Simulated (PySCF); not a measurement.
# C14H24N: the cost of one run

Computed with PySCF 2.14.0 and routines of our own; the level stands in each step. Atoms count from 0.

### 1 The starting structure

39 atoms, charge 1, multiplicity 1; geometry from: GFN2-xTB.

### 2 Electronic excitations: TDA PBE0/6-31G*

What the job is given:

```
{"job": {"kind": "uv", "basis": "6-31G*", "grid": 1, "kgrid": 1, "vcut": null, "nstates": 5, "ntriplets": 0, "tda": true, "delta": [], "pop": false, "xc": "PBE0"}, "charge": 1, "multiplicity": 1}
C      6.343756     0.985310    -0.253429
C      5.127152     0.070701    -0.312291
C      3.872700     0.767093     0.209802
C      2.644776    -0.139418     0.155278
C      1.398740     0.577403     0.673141
C      0.167145    -0.326762     0.775377
C     -0.340834    -0.752778    -0.599626
C     -1.573759    -1.662633    -0.534993
N     -2.738045    -0.953511    -0.030324
C     -3.126494    -1.104090     1.238223
C     -4.222919    -0.418692     1.725338
C     -4.918580     0.438277     0.889112
C     -4.496532     0.608486    -0.432997
C     -5.211990     1.505643    -1.379433
C     -3.388293    -0.115960    -0.845379
H      7.225554     0.472725    -0.628390
H      6.183010     1.875335    -0.857120
H      6.538045     1.297886     0.769777
H      5.317512    -0.824312     0.283679
H      4.962124    -0.248279    -1.343971
H      3.685401     1.664166    -0.384491
H      4.042594     1.083933     1.240678
H      2.829094    -1.030294     0.759617
H      2.495035    -0.462410    -0.876736
H      1.614546     0.972715     1.666912
H      1.173365     1.427160     0.024949
H      0.425889    -1.210717     1.362410
H     -0.621551     0.215143     1.306702
H      0.439974    -1.308597    -1.116998
H     -0.567574     0.134369    -1.194133
H     -1.367672    -2.513401     0.116195
H     -1.801894    -2.034776    -1.536063
H     -2.564186    -1.785016     1.858413
H     -4.525502    -0.561755     2.750312
H     -5.783077     0.971832     1.253196
H     -4.547069     1.877578    -2.154206
H     -5.660597     2.345705    -0.856359
H     -6.015986     0.952942    -1.866625
H     -3.019012    -0.031757    -1.857683
```

Method: TDA PBE0/6-31G*, vertical, gas phase, core orbitals frozen in the response.

On the command line:

```console
> OMP_NUM_THREADS=1 python large_run.py task.json out
```

The driver reads the jobs from task.json and runs them one after another.

**Question.** How long does this first job take on 1 thread of Arm Neoverse N1, shared host, and how much memory does it need?

About 58 s, with a peak of 0.53 GiB.
